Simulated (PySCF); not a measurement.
**C₂H₇BO₂Si: electronic excitations at several levels of theory**

How much do the electronic excitations of C₂H₇BO₂Si (`OB1COC[SiH2]1`) depend on the level of theory, and what does each level cost?

Programs: PySCF 2.14.0, with density-fitted response routines of our own. Each step states its level of theory. These are calculated values for one molecule in the gas phase, unless marked as measured. Atoms count from 0, in the outputs and in this text.

### 1 The starting structure

13 atoms, charge 0, multiplicity 1; geometry from: GFN2-xTB. The atoms were then displaced at random by about 0.01 Å, so the start is not that level's minimum.

Bonds of the start (Å): O0–B1 1.35, B1–C2 1.61, C2–O3 1.37, O3–C4 1.43, C4–Si5 1.94, Si5–B1 1.98, O0–H6 0.94, C2–H7 1.10, C2–H8 1.13, C4–H9 1.08, C4–H10 1.12, Si5–H11 1.47, Si5–H12 1.49.

### 2 Optimising the geometry at PBE0-D3(BJ)/def2-SVP

The job: settings as JSON, then the geometry in Å.

```
{"job": {"xc": "PBE0", "basis": "def2-SVP", "d3": "d3bj", "grid": 1, "shake": 0.01, "kind": "geom"}, "charge": 0, "multiplicity": 1}
O      2.416510     0.618510    -0.140670
B      1.108670     0.291040    -0.138230
C      0.546140    -1.207410     0.036240
O     -0.775740    -1.278460    -0.319210
C     -1.559010    -0.175590     0.154910
Si    -0.517200     1.407300    -0.244560
H      3.074920    -0.042050    -0.061920
H      1.083480    -1.959900    -0.568100
H      0.676970    -1.514040     1.120860
H     -2.527020    -0.233880    -0.318090
H     -1.733830    -0.283560     1.256010
H     -0.805710     2.434680     0.768220
H     -0.982370     1.926490    -1.555790
```

Run with:

```console
$ OMP_NUM_THREADS=1 python probes_run.py task.json out
```

This one command runs all jobs of the session in turn.

Output:

```text
step   0  E = -544.53919810  max force = 0.033655
step   1  E = -544.54455449  max force = 0.008666
step   2  E = -544.54493270  max force = 0.003753
step   3  E = -544.54501565  max force = 0.001526
step   4  E = -544.54504299  max force = 0.001101
step   5  E = -544.54505728  max force = 0.000988
step   6  E = -544.54506503  max force = 0.000768
step   7  E = -544.54507365  max force = 0.000702
step   8  E = -544.54508057  max force = 0.000536
step   9  E = -544.54508514  max force = 0.000441
optimisation converged
```

Wall time 82 s (1 thread of Intel Xeon Platinum 8259CL at 2.50GHz, shared host); peak memory 0.53 GiB.

Along the way:

```tsv
step	energy from step 0 (eV)	largest force component (eV/Å)
0	0.0000	1.7306
1	-0.1458	0.4456
2	-0.1560	0.1930
3	-0.1583	0.0785
4	-0.1590	0.0566
5	-0.1594	0.0508
6	-0.1596	0.0395
7	-0.1599	0.0361
8	-0.1601	0.0276
9	-0.1602	0.0227
```

Close pairs (by a distance rule), those that changed most:

```tsv
bond	before (Å)	after (Å)	change (Å)
B1–Si5	1.975	2.026	+0.051
C2–O3	1.371	1.413	+0.043
O0–H6	0.936	0.965	+0.030
Si5–H11	1.471	1.497	+0.025
C4–H9	1.079	1.100	+0.021
B1–C2	1.610	1.591	-0.019
C2–H8	1.135	1.118	-0.017
O3–C4	1.433	1.417	-0.016
```

The end geometry stands in the next job.

```tsv
at the end point	value
point group (found at 0.08 Å tolerance)	C1
rotational constants (GHz, main isotopes)	3.982, 2.645, 1.686
dipole moment (D)	2.24
```

### 3 Excited states and response: PBE0/def2-SVP

The job: settings as JSON, then the geometry in Å.

```
{"job": {"kind": "uv", "xc": "PBE0", "basis": "def2-SVP"}, "charge": 0, "multiplicity": 1}
O      2.357448     0.820830    -0.082986
B      1.087764     0.374441    -0.108717
C      0.631963    -1.149685    -0.154463
O     -0.730091    -1.249954    -0.517843
C     -1.544045    -0.322702     0.179315
Si    -0.670135     1.378154    -0.022202
H      3.020075     0.119481    -0.117947
H      1.208114    -1.766679    -0.866390
H      0.810424    -1.599384     0.853230
H     -2.553101    -0.386456    -0.252865
H     -1.629127    -0.591601     1.254298
H     -0.892263     2.319426     1.119869
H     -1.085912     2.047215    -1.294933
```

With the program's defaults for keys left out, this is: TDDFT PBE0/def2-SVP, vertical, gas phase, core orbitals frozen in the response.

Output:

```text
coarse grid: 11400 points
cycle   1  E = -544.3466578218  dE =  6.512e-01  |g| = 7.336e-01  |ddm| = 3.641e+00
cycle   2  E = -544.2034336506  dE =  1.432e-01  |g| = 1.135e+00  |ddm| = 1.724e+00
cycle   3  E = -544.4510356876  dE = -2.476e-01  |g| = 8.409e-02  |ddm| = 1.113e+00
cycle   4  E = -544.4524118331  dE = -1.376e-03  |g| = 3.422e-02  |ddm| = 1.080e-01
cycle   5  E = -544.4527216904  dE = -3.099e-04  |g| = 8.071e-03  |ddm| = 4.731e-02
cycle   6  E = -544.4527360865  dE = -1.440e-05  |g| = 3.254e-03  |ddm| = 1.178e-02
cycle   7  E = -544.4527382080  dE = -2.122e-06  |g| = 5.343e-04  |ddm| = 3.169e-03
final grid: 105576 points
cycle   8  E = -544.5356918827  dE = -1.982e-05  |g| = 1.108e-02  |ddm| = 2.752e-02
cycle   9  E = -544.5356608897  dE =  3.099e-05  |g| = 1.692e-02  |ddm| = 2.011e-02
cycle  10  E = -544.5357163293  dE = -5.544e-05  |g| = 8.662e-04  |ddm| = 1.247e-02
cycle  11  E = -544.5357165082  dE = -1.790e-07  |g| = 1.535e-04  |ddm| = 1.099e-03
cycle  12  E = -544.5357165136  dE = -5.332e-09  |g| = 4.363e-05  |ddm| = 2.156e-04
cycle  13  E = -544.5357165140  dE = -4.318e-10  |g| = 1.834e-05  |ddm| = 5.856e-05
converged SCF energy = -544.5357165140

Static polarisability (au): isotropic 64.325, principal 53.344 63.288 76.341

Singlet excitations
state   eV       nm        f      main configurations
  1   4.2469    291.9   0.00109   H->L 0.98
  2   5.6270    220.3   0.01532   H-1->L 0.97
  3   6.3142    196.4   0.04271   H->L+1 0.97
  4   6.6134    187.5   0.07541   H->L+2 0.89, H-2->L 0.08
  5   6.6401    186.7   0.04243   H-2->L 0.89
  6   7.3527    168.6   0.00731   H-3->L 0.54, H->L+3 0.39
  7   7.4634    166.1   0.00043   H-1->L+1 0.55, H->L+3 0.18, H-1->L+2 0.18
  8   7.5786    163.6   0.01995   H-4->L 0.63, H-1->L+1 0.15, H->L+3 0.14
  9   7.7123    160.8   0.02828   H-1->L+1 0.25, H-4->L 0.25, H-1->L+2 0.22
 10   7.9381    156.2   0.20244   H-1->L+2 0.54, H->L+3 0.18, H-3->L 0.17

Triplet excitations (Tamm-Dancoff, eV): 3.7668 5.0053 5.7800 6.2072
```

It took 22 s on 1 thread of Intel Xeon Platinum 8259CL at 2.50GHz, shared host; peak memory 0.64 GiB.

The orbitals next to the gap, with their largest atomic shares:

```tsv
orbital	eV	atoms
HOMO−3	-9.33	Si5 37 %, H12 27 %, H11 18 %
HOMO−2	-8.69	O3 34 %, Si5 17 %, C4 16 %
HOMO−1	-7.78	O3 26 %, Si5 20 %, B1 19 %
HOMO	-6.50	O3 38 %, Si5 18 %, B1 13 %
LUMO	-0.77	B1 57 %, Si5 15 %, O0 11 %
LUMO+1	1.03	H6 31 %, Si5 22 %, B1 14 %
LUMO+2	1.22	Si5 32 %, H6 20 %, B1 10 %
```

With each of the 10 states as a Gaussian band of 0.4 eV half-width at 1/e, the curve within the window shown has maxima at 189 nm (ε 5,800), 158 nm (ε 9,500) L/(mol cm). Beyond the last state computed it falls off for lack of states. The curve at chosen wavelengths:

| nm | ε (L/mol/cm) |
| --- | --- |
| 151 | 4930 |
| 159 | 9240 |
| 166 | 4294 |
| 174 | 1692 |
| 181 | 3647 |
| 189 | 5838 |
| 196 | 4658 |
| 204 | 2256 |
| 211 | 1131 |
| 219 | 763 |
| 227 | 558 |
| 234 | 334 |
| 242 | 136 |
| 249 | 50 |
| 257 | 17 |
| 264 | 15 |
| 272 | 24 |
| 280 | 35 |
| 287 | 42 |
| 295 | 44 |
| 302 | 39 |
| 310 | 31 |
| 317 | 22 |
| 325 | 14 |
| 332 | 9 |
| 340 | 5 |

Ground-state properties from the same run:

```tsv
property	computed
dipole moment (D)	2.24
polarisability (Å³)	9.53
HOMO–LUMO gap (eV)	5.73
−ε(HOMO) (eV)	6.50
```

### 4 Excited states and response: PBE0/def2-TZVP

The job, as its differences from that of step 3:

```diff
@@ -1,2 +1,2 @@
-{"job": {"kind": "uv", "xc": "PBE0", "basis": "def2-SVP"}, "charge": 0, "multiplicity": 1}
+{"job": {"kind": "uv", "xc": "PBE0", "basis": "def2-TZVP"}, "charge": 0, "multiplicity": 1}
 O      2.357448     0.820830    -0.082986
```

With the program's defaults for keys left out, this is: TDDFT PBE0/def2-TZVP, vertical, gas phase, core orbitals frozen in the response.

Output:

```text
coarse grid: 11400 points
cycle   1  E = -544.8185291662  dE =  6.828e-01  |g| = 7.826e-01  |ddm| = 2.677e+00
cycle   2  E = -544.6414559562  dE =  1.771e-01  |g| = 1.259e+00  |ddm| = 1.638e+00
cycle   3  E = -544.9304967787  dE = -2.890e-01  |g| = 9.464e-02  |ddm| = 1.115e+00
cycle   4  E = -544.9320129767  dE = -1.516e-03  |g| = 4.139e-02  |ddm| = 9.883e-02
cycle   5  E = -544.9324123406  dE = -3.994e-04  |g| = 9.433e-03  |ddm| = 3.967e-02
cycle   6  E = -544.9324305271  dE = -1.819e-05  |g| = 2.198e-03  |ddm| = 7.315e-03
cycle   7  E = -544.9324313102  dE = -7.831e-07  |g| = 8.851e-04  |ddm| = 2.217e-03
final grid: 105576 points
cycle   8  E = -544.9254444441  dE = -6.081e-05  |g| = 1.130e-02  |ddm| = 6.149e-02
cycle   9  E = -544.9254125932  dE =  3.185e-05  |g| = 1.744e-02  |ddm| = 1.480e-02
cycle  10  E = -544.9254676116  dE = -5.502e-05  |g| = 1.131e-03  |ddm| = 8.910e-03
cycle  11  E = -544.9254678648  dE = -2.532e-07  |g| = 2.873e-04  |ddm| = 1.228e-03
cycle  12  E = -544.9254678848  dE = -1.999e-08  |g| = 6.542e-05  |ddm| = 3.097e-04
cycle  13  E = -544.9254678858  dE = -9.932e-10  |g| = 2.372e-05  |ddm| = 7.217e-05
converged SCF energy = -544.9254678858

Static polarisability (au): isotropic 71.606, principal 59.120 72.346 83.353

Singlet excitations
state   eV       nm        f      main configurations
  1   4.1859    296.2   0.00133   H->L 0.99
  2   5.5855    222.0   0.01065   H-1->L 0.97
  3   5.8676    211.3   0.02736   H->L+1 0.95
  4   6.1082    203.0   0.08724   H->L+2 0.94
  5   6.5833    188.3   0.01397   H-2->L 0.96
  6   6.8131    182.0   0.02121   H->L+3 0.86
  7   7.1196    174.1   0.00290   H-1->L+1 0.67, H-1->L+2 0.26
  8   7.2668    170.6   0.02073   H-1->L+2 0.49, H-1->L+1 0.28, H-3->L 0.17
  9   7.4233    167.0   0.06625   H-3->L 0.37, H-4->L 0.28, H-1->L+2 0.13
 10   7.5114    165.1   0.02125   H->L+5 0.71, H->L+4 0.12

Triplet excitations (Tamm-Dancoff, eV): 3.6739 4.9676 5.4660 5.7550
```

Wall time 49 s (1 thread of Intel Xeon Platinum 8259CL at 2.50GHz, shared host); peak memory 0.9 GiB.

Key values: HOMO -6.61 eV, LUMO -0.91 eV; lowest singlet 4.19 eV.

### 5 TDDFT and polarisability: PBE0/aug-cc-pVDZ

The job, as its differences from that of step 4:

```diff
@@ -1,2 +1,2 @@
-{"job": {"kind": "uv", "xc": "PBE0", "basis": "def2-TZVP"}, "charge": 0, "multiplicity": 1}
+{"job": {"kind": "uv", "xc": "PBE0", "basis": "aug-cc-pVDZ"}, "charge": 0, "multiplicity": 1}
 O      2.357448     0.820830    -0.082986
```

With the program's defaults for keys left out, this is: TDDFT PBE0/aug-cc-pVDZ, vertical, gas phase, core orbitals frozen in the response.

Output:

```text
coarse grid: 11400 points
cycle   1  E = -544.7351753511  dE =  7.149e-01  |g| = 7.245e-01  |ddm| = 8.268e+00
cycle   2  E = -544.5711092798  dE =  1.641e-01  |g| = 1.175e+00  |ddm| = 2.469e+00
cycle   3  E = -544.8385699804  dE = -2.675e-01  |g| = 8.293e-02  |ddm| = 1.431e+00
cycle   4  E = -544.8398070271  dE = -1.237e-03  |g| = 3.580e-02  |ddm| = 1.999e-01
cycle   5  E = -544.8401169022  dE = -3.099e-04  |g| = 8.379e-03  |ddm| = 8.230e-02
cycle   6  E = -544.8401314091  dE = -1.451e-05  |g| = 2.271e-03  |ddm| = 1.542e-02
cycle   7  E = -544.8401323426  dE = -9.335e-07  |g| = 8.277e-04  |ddm| = 4.146e-03
final grid: 105576 points
cycle   8  E = -544.8499218539  dE = -2.368e-05  |g| = 1.037e-02  |ddm| = 1.223e-01
cycle   9  E = -544.8498935521  dE =  2.830e-05  |g| = 1.594e-02  |ddm| = 3.677e-02
cycle  10  E = -544.8499441453  dE = -5.059e-05  |g| = 1.084e-03  |ddm| = 2.093e-02
cycle  11  E = -544.8499444163  dE = -2.711e-07  |g| = 1.547e-04  |ddm| = 2.032e-03
cycle  12  E = -544.8499444223  dE = -5.925e-09  |g| = 5.004e-05  |ddm| = 4.958e-04
cycle  13  E = -544.8499444229  dE = -6.357e-10  |g| = 2.258e-05  |ddm| = 1.470e-04
converged SCF energy = -544.8499444229

Static polarisability (au): isotropic 75.448, principal 62.496 76.553 87.295

Singlet excitations
state   eV       nm        f      main configurations
  1   4.2027    295.0   0.00121   H->L 0.98
  2   5.2863    234.5   0.02706   H->L+1 0.98
  3   5.5907    221.8   0.00386   H-1->L 0.72, H->L+2 0.25
  4   5.6134    220.9   0.05127   H->L+2 0.71, H-1->L 0.25
  5   6.2515    198.3   0.03307   H->L+3 0.49, H->L+5 0.34, H->L+4 0.11
  6   6.3013    196.8   0.00560   H->L+5 0.58, H->L+3 0.34
  7   6.3089    196.5   0.01673   H->L+4 0.84, H->L+3 0.11
  8   6.5799    188.4   0.02344   H-1->L+1 0.92
  9   6.6103    187.6   0.01740   H-2->L 0.94
 10   6.7099    184.8   0.00596   H->L+6 0.75, H->L+7 0.10

Triplet excitations (Tamm-Dancoff, eV): 3.7154 4.9952 5.1589 5.3237
```

Wall time 38 s (1 thread of Intel Xeon Platinum 8259CL at 2.50GHz, shared host); peak memory 0.85 GiB.

Key values: HOMO -6.63 eV, LUMO -0.93 eV; lowest singlet 4.20 eV.

### 6 TDDFT and polarisability: PBE0/def2-TZVPD

The job, as its differences from that of step 5:

```diff
@@ -1,2 +1,2 @@
-{"job": {"kind": "uv", "xc": "PBE0", "basis": "aug-cc-pVDZ"}, "charge": 0, "multiplicity": 1}
+{"job": {"kind": "uv", "xc": "PBE0", "basis": "def2-TZVPD"}, "charge": 0, "multiplicity": 1}
 O      2.357448     0.820830    -0.082986
```

With the program's defaults for keys left out, this is: TDDFT PBE0/def2-TZVPD, vertical, gas phase, core orbitals frozen in the response.

Output:

```text
coarse grid: 11400 points
cycle   1  E = -544.8207998473  dE =  6.823e-01  |g| = 7.806e-01  |ddm| = 3.072e+00
cycle   2  E = -544.6367724490  dE =  1.840e-01  |g| = 1.271e+00  |ddm| = 1.966e+00
cycle   3  E = -544.9325316531  dE = -2.958e-01  |g| = 9.415e-02  |ddm| = 1.242e+00
cycle   4  E = -544.9339910931  dE = -1.459e-03  |g| = 4.216e-02  |ddm| = 1.203e-01
cycle   5  E = -544.9343886080  dE = -3.975e-04  |g| = 1.029e-02  |ddm| = 4.662e-02
cycle   6  E = -544.9344077343  dE = -1.913e-05  |g| = 3.038e-03  |ddm| = 1.077e-02
cycle   7  E = -544.9344093047  dE = -1.570e-06  |g| = 9.886e-04  |ddm| = 2.788e-03
final grid: 105576 points
cycle   8  E = -544.9274303286  dE = -6.419e-05  |g| = 1.153e-02  |ddm| = 1.909e-01
cycle   9  E = -544.9273970079  dE =  3.332e-05  |g| = 1.782e-02  |ddm| = 1.911e-02
cycle  10  E = -544.9274545303  dE = -5.752e-05  |g| = 1.190e-03  |ddm| = 1.077e-02
cycle  11  E = -544.9274548118  dE = -2.815e-07  |g| = 2.928e-04  |ddm| = 1.378e-03
cycle  12  E = -544.9274548326  dE = -2.075e-08  |g| = 7.157e-05  |ddm| = 4.160e-04
cycle  13  E = -544.9274548337  dE = -1.144e-09  |g| = 2.830e-05  |ddm| = 9.379e-05
cycle  14  E = -544.9274548339  dE = -1.382e-10  |g| = 8.791e-06  |ddm| = 2.572e-05
converged SCF energy = -544.9274548339

Static polarisability (au): isotropic 75.083, principal 62.178 76.232 86.838

Singlet excitations
state   eV       nm        f      main configurations
  1   4.1664    297.6   0.00128   H->L 0.99
  2   5.3875    230.1   0.02526   H->L+1 0.98
  3   5.5612    222.9   0.00974   H-1->L 0.97
  4   5.7255    216.5   0.05235   H->L+2 0.96
  5   6.3824    194.3   0.03014   H->L+3 0.71, H->L+4 0.19
  6   6.5459    189.4   0.00573   H-2->L 0.62, H->L+4 0.29
  7   6.6026    187.8   0.03054   H->L+4 0.39, H-2->L 0.33, H->L+3 0.19
  8   6.6862    185.4   0.01807   H-1->L+1 0.92
  9   6.7863    182.7   0.01831   H->L+5 0.92
 10   6.9255    179.0   0.04050   H-1->L+2 0.75, H->L+6 0.11

Triplet excitations (Tamm-Dancoff, eV): 3.6571 4.9510 5.2272 5.3768
```

It took 66 s on 1 thread of Intel Xeon Platinum 8259CL at 2.50GHz, shared host; peak memory 1.1 GiB.

Key values: HOMO -6.64 eV, LUMO -0.97 eV; lowest singlet 4.17 eV.

### 7 Ultraviolet spectrum: PBE0/6-31+G*

The job, as its differences from that of step 6:

```diff
@@ -1,2 +1,2 @@
-{"job": {"kind": "uv", "xc": "PBE0", "basis": "def2-TZVPD"}, "charge": 0, "multiplicity": 1}
+{"job": {"kind": "uv", "xc": "PBE0", "basis": "6-31+G*"}, "charge": 0, "multiplicity": 1}
 O      2.357448     0.820830    -0.082986
```

Method: TDDFT PBE0/6-31+G*, vertical, gas phase, core orbitals frozen in the response.

Output:

```text
coarse grid: 11400 points
cycle   1  E = -544.7515807096  dE =  7.030e-01  |g| = 7.132e-01  |ddm| = 3.366e+00
cycle   2  E = -544.5992300150  dE =  1.524e-01  |g| = 1.142e+00  |ddm| = 1.722e+00
cycle   3  E = -544.8541956539  dE = -2.550e-01  |g| = 8.113e-02  |ddm| = 1.091e+00
cycle   4  E = -544.8554081927  dE = -1.213e-03  |g| = 3.403e-02  |ddm| = 1.115e-01
cycle   5  E = -544.8556980442  dE = -2.899e-04  |g| = 7.506e-03  |ddm| = 4.840e-02
cycle   6  E = -544.8557105305  dE = -1.249e-05  |g| = 1.879e-03  |ddm| = 1.180e-02
cycle   7  E = -544.8557112474  dE = -7.169e-07  |g| = 6.490e-04  |ddm| = 2.681e-03
final grid: 105576 points
cycle   8  E = -544.7979822482  dE = -1.586e-05  |g| = 1.034e-02  |ddm| = 3.716e-02
cycle   9  E = -544.7979548692  dE =  2.738e-05  |g| = 1.581e-02  |ddm| = 2.064e-02
cycle  10  E = -544.7980045106  dE = -4.964e-05  |g| = 1.052e-03  |ddm| = 1.256e-02
cycle  11  E = -544.7980047749  dE = -2.644e-07  |g| = 1.287e-04  |ddm| = 1.268e-03
cycle  12  E = -544.7980047790  dE = -4.024e-09  |g| = 4.561e-05  |ddm| = 3.578e-04
cycle  13  E = -544.7980047795  dE = -5.391e-10  |g| = 1.782e-05  |ddm| = 8.537e-05
converged SCF energy = -544.7980047795

Static polarisability (au): isotropic 69.567, principal 57.785 69.793 81.123

Singlet excitations
state   eV       nm        f      main configurations
  1   4.2583    291.2   0.00106   H->L 0.98
  2   5.3029    233.8   0.02722   H->L+1 0.98
  3   5.6729    218.6   0.00482   H-1->L 0.87, H->L+2 0.11
  4   5.7015    217.5   0.06192   H->L+2 0.86, H-1->L 0.11
  5   6.4099    193.4   0.02156   H->L+4 0.61, H->L+3 0.30
  6   6.5286    189.9   0.01396   H->L+3 0.54, H->L+4 0.29
  7   6.6240    187.2   0.01903   H-1->L+1 0.88
  8   6.6556    186.3   0.02227   H->L+5 0.89
  9   6.7021    185.0   0.03096   H-2->L 0.88
 10   6.9438    178.6   0.02684   H-1->L+2 0.76, H->L+6 0.12

Triplet excitations (Tamm-Dancoff, eV): 3.7794 5.0693 5.1702 5.3754
```

Wall time 20 s (1 thread of Intel Xeon Platinum 8259CL at 2.50GHz, shared host); peak memory 0.68 GiB.

Key values: HOMO -6.62 eV, LUMO -0.87 eV; lowest singlet 4.26 eV.

### 8 Run by run: electronic excitations

Excitations and ground-state properties, with basis size and wall time:

```tsv
run	lowest singlet (eV)	brightest (eV)	f	gap (eV)	α (Å³)	μ (D)	functions	time
PBE0/def2-SVP	4.25	7.94	0.202	5.73	9.53	2.24	123	22 s
PBE0/def2-TZVP	4.19	6.11	0.087	5.70	10.61	2.01	234	49 s
PBE0/aug-cc-pVDZ	4.20	5.61	0.051	5.70	11.18	1.95	205	38 s
PBE0/def2-TZVPD	4.17	5.73	0.052	5.67	11.13	1.95	297	66 s
PBE0/6-31+G*	4.26	5.70	0.062	5.75	10.31	2.09	126	20 s
```

### 9 Outcome

```
                                quantity                         value
                             point group                            C1
    rotational constants (main isotopes)          3.98, 2.65, 1.69 GHz
          lowest singlet (PBE0/def2-SVP)   4.25 eV (292 nm), f = 0.001
brightest single state of those computed  state 10, 7.94 eV, f = 0.202
                          lowest triplet                       3.77 eV
             range of the lowest singlet               4.17 to 4.26 eV
```

What this shows: Single values in the summary come from the first sound run of each kind (PBE0/def2-SVP), which need not be the best level. The start of the PBE0/def2-SVP relaxation was shaken at random by about 0.01 Å, so part of the energy gained, and of the first lengths quoted, undoes that. Relaxing lowered the energy by 0.160 eV in 9 steps; the close pair that moved most is B1–Si5, from 1.975 to 2.026 Å. The first singlet state (HOMO→LUMO 0.98) lies at 4.25 eV and is weak; of the 10 states computed, the strongest absorption comes from state 10 at 7.94 eV (the last computed, so partners may be missing). The lowest triplet lies 0.48 eV below the lowest singlet (triplets in Tamm-Dancoff, singlets in full TDDFT). At PBE0/def2-SVP, states above −ε(HOMO) (6.50 eV) lie where TDDFT describes them poorly and they hang on the basis; the brightest is among them. The basis of PBE0/def2-SVP has no diffuse functions, so Rydberg states are missing and the high states are unreliable. The lowest singlet runs from 4.17 eV (PBE0/def2-TZVPD) to 4.26 eV (PBE0/6-31+G*), while the orbital gap spans 5.67 to 5.75 eV. The lowest state need not be the same one in every run. The runs solved for a few states only, so the brightest column depends on that window.
